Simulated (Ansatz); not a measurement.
**InH2Cl (SMILES [H][In]([H])[Cl]): levels of theory compared**

Aim: a comparison of 6 runs (UB3LYP/STO-3G, RPA@PBE/STO-3G, CCSDT/STO-3G, CCSDTQ/STO-3G, CCSD/STO-3G, CCSD(T)/STO-3G) of InH2Cl. 

Program for the calculation: Ansatz 0.2.0.

56 further runs of the same task are left out: 2 that didn't finish, 54 set aside as unsound or not needed.

**1. The structure to begin with**

The species is InH2Cl (4 atoms), meant as a singlet with charge 0. SMILES: `[H][In]([H])[Cl]`. The H2–In1 distance was set to 3.426 Å, away from the relaxed value. At this shape a bond of the SMILES string is far longer than usual.

Bond lengths: In1–Cl4 2.278 Å, In1–H3 1.713 Å. Angles: H3–In1–Cl4 120.3°.

**2. The energy at UB3LYP/STO-3G (run 1)**

Contents of molecule.yaml:

```yaml
crystal:
  periodic: [false, false, false]
  atoms:
    - {symbol: In, position_ang: [-1.642551, 0.134320, -0.012110]}
    - {symbol: H, position_ang: [1.783010, 0.101380, 0.011370]}
    - {symbol: H, position_ang: [-2.467841, 1.634950, -0.031610]}
    - {symbol: Cl, position_ang: [-2.810901, -1.821250, -0.002870]}
basis:
  gaussian: {orbitals: STO-3G}
magnetization: {spin_polarized: true, initial_magnetization: 0}
hamiltonian: {xc: {name: B3LYP}}
accuracy: high
```

The run is started by

```sh
$ ansatz run molecule.yaml --threads 1 --pin off --max-ram 2610MiB --events-out events.jsonl --progress --plain --runs-dir runs
```

Standard output:

```text
Warning: RAYON_NUM_THREADS=1 ignored (pool sized by the plan → 1); use --threads N
Functional definition: B3LYP
  name "B3LYP"
  parameter a0 = 0.2
  parameter ax = 0.72
  parameter ac = 0.81
  exchange = (1 - a0 - ax)*slater_x + ax*b88_x + a0*exact_x
  correlation = (1 - ac)*vwn_rpa_c + ac*lyp_c
687 factors; integrals over basis functions are off by at most 3.9e-9 eV
mean field evaluation 1: about -167098.9793 eV, gradient 1.9e1 eV
mean field evaluation 2: about -167093.4196 eV, gradient 2.0e1 eV
mean field evaluation 4: about -167106.9055 eV, gradient 6.2e0 eV
mean field evaluation 8: about -167107.4808 eV, gradient 2.1e0 eV
mean field evaluation 16: about -167106.7802 eV, gradient 5.5e0 eV
mean field evaluation 32: about -167108.4922 eV, gradient 9.0e-4 eV
mean field -167108.49220292 eV, -6141.1238182529 hartree, gradient 5.9e-9 eV, S^2 0.890643; 2 other end points of the search recorded, 0 dependent functions left out
reference -167108.49223346 eV, -6141.1238193752 hartree; 34, 34 occupied and 4, 4 virtual orbitals, 687 factors
Total energy: -167108.49223346 eV, -6141.1238193752 hartree
```

Wall time 10 s (1 thread of Arm Neoverse V1, shared host); peak memory 0.19 GiB.

**3. The energy at RPA@PBE/STO-3G (run 2)**

Contents of run.yaml:

```yaml
crystal:
  periodic: [false, false, false]
  atoms:
    - {symbol: In, position_ang: [-1.642551, 0.134320, -0.012110]}
    - {symbol: H, position_ang: [1.783010, 0.101380, 0.011370]}
    - {symbol: H, position_ang: [-2.467841, 1.634950, -0.031610]}
    - {symbol: Cl, position_ang: [-2.810901, -1.821250, -0.002870]}
basis:
  gaussian: {orbitals: STO-3G}
total_charge: 0
hamiltonian: {xc: pbe}
correlation: {method: rpa, frozen_orbitals: {Cl: 5, H: 0, In: 18}}
accuracy: high
```

The run is started by

```sh
$ ansatz run run.yaml --threads 1 --pin off --max-ram 2610MiB --events-out events.jsonl --progress --plain --runs-dir runs
```

Standard output (excerpt; [...] marks lines left out):

```text
Warning: RAYON_NUM_THREADS=1 ignored (pool sized by the plan → 1); use --threads N
Functional definition: PBE
  name "PBE"
[...]
687 factors; integrals over basis functions are off by at most 3.9e-9 eV
[...]
mean field -167086.04949839 eV, -6140.2990640739 hartree, gradient 2.8e-8 eV, S^2 0.000000; 2 other end points of the search recorded, 0 dependent functions left out; unrestricted orbitals would lower it
[...]
unrestricted determinant -167038.42579214 eV, -6138.5489251496 hartree, S^2 0.9767
23 core orbitals not correlated: weight in the atoms' cores, before any rotation towards them, 1.000 or more for the frozen orbitals, at most 0.000 for the correlated occupied ones
reference -167033.95109659 eV, -6138.3844831212 hartree; 11, 11 occupied and 4, 4 virtual orbitals, 687 factors
Total energy: -167039.20951383 eV, -6138.5777263906 hartree
```

Wall time 5.7 s (1 thread of Arm Neoverse V1, shared host); peak memory 0.15 GiB.

Runs 3 to 5 aren't shown in full; the table further down has their settings and results.

**4. A single-point energy at CCSD(T)/STO-3G (run 6)**

Edit run.yaml of step 3 so:

```diff
@@ -8,6 +8,9 @@
 basis:
-  gaussian: {orbitals: STO-3G}
-total_charge: 0
-hamiltonian: {xc: pbe}
-correlation: {method: rpa, frozen_orbitals: {Cl: 5, H: 0, In: 18}}
+  gaussian:
+    orbitals: STO-3G
+correlation:
+  method: ccsd_t
+  frozen_orbitals: {Cl: 5, H: 0, In: 18}
 accuracy: high
+scf:
+  omitted_lower_state_checks: [cluster_reference, increment]
```

The run is started by

```sh
$ ansatz run run.yaml --threads 1 --pin off --max-ram 2610MiB --events-out events.jsonl --progress --plain --runs-dir runs
```

Standard output (excerpt; [...] marks lines left out):

```text
Warning: RAYON_NUM_THREADS=1 ignored (pool sized by the plan → 1); use --threads N
Functional definition: HF
  name "HF"
[...]
687 factors; integrals over basis functions are off by at most 3.9e-9 eV
[...]
mean field -167034.86049942 eV, -6138.4179030588 hartree, gradient 1.1e-8 eV, S^2 0.000000; 1 other end points of the search recorded, 0 dependent functions left out; unrestricted orbitals would lower it
23 core orbitals not correlated: weight in the atoms' cores, before any rotation towards them, 1.000 or more for the frozen orbitals, at most 0.000 for the correlated occupied ones
reference -167034.86049942 eV, -6138.4179030588 hartree; 11, 11 occupied and 4, 4 virtual orbitals, 687 factors
second order -2.56210238 eV of doubles, -0.00000000 eV of singles
cycle   1  -2.23785310 eV  change   -9.1e-1 eV  update   1.5e-1
[...]
cycle  29  -4.40790787 eV  change   3.5e-10 eV  update  3.5e-10
perturbative correction -0.12927445 eV, -0.0047507484 hartree
WARN: these amplitudes may be one of several solutions (largest doubles amplitude 0.71, level shift 8.20 eV)
Total energy: -167039.39768174 eV, -6138.5846414337 hartree
Checks for a lower state left out: cluster_reference, increment
```

Wall time 0.89 s (1 thread of Arm Neoverse V1, shared host); peak memory 0.094 GiB.

**5. The series**

| run | level | frozen core orbitals | energy (Eh) | wall time |
| --- | --- | --- | --- | --- |
| 1 | UB3LYP/STO-3G | – | -6141.123819 | 10 s |
| 2 | RPA@PBE/STO-3G | 23 | -6138.577726 | 5.7 s |
| 3 | CCSDT/STO-3G | 23 | -6138.584798 | 1.2 s |
| 4 | CCSDTQ/STO-3G | 23 | -6138.584937 | 18 s |
| 5 | CCSD/STO-3G | 23 | -6138.579891 | 0.89 s |
| 6 | CCSD(T)/STO-3G | 23 | -6138.584641 | 0.89 s |

**6. What came out**

| quantity | value |
| --- | --- |
| run 6: total energy | -6138.58464 Eh |
| run 6: correlation energy (23 core orbitals frozen) | -166.7 mEh |
| run 6: (T) correction | -4.75 mEh |
| run 6: T1 diagnostic | 0.029 |

In words: In runs 2, 3, 4, 5, 6 the log says that unrestricted orbitals would lower the reference, so the values rest on an unstable closed-shell determinant (other closed-shell runs at this shape may share the fault). In runs 1, 2, 3, 4, 5, 6 the basis is minimal, so the values are rough. In runs 1, 2, 3, 4, 5, 6 relativity is left out where basis or elements ask for it. Spin contamination of the reference: run 1 ⟨S²⟩ = 0.89. Where it is this large, the reference is a mixture of spin states, and values that rest on it are in doubt. All runs together took 37 s, the longest 18 s.
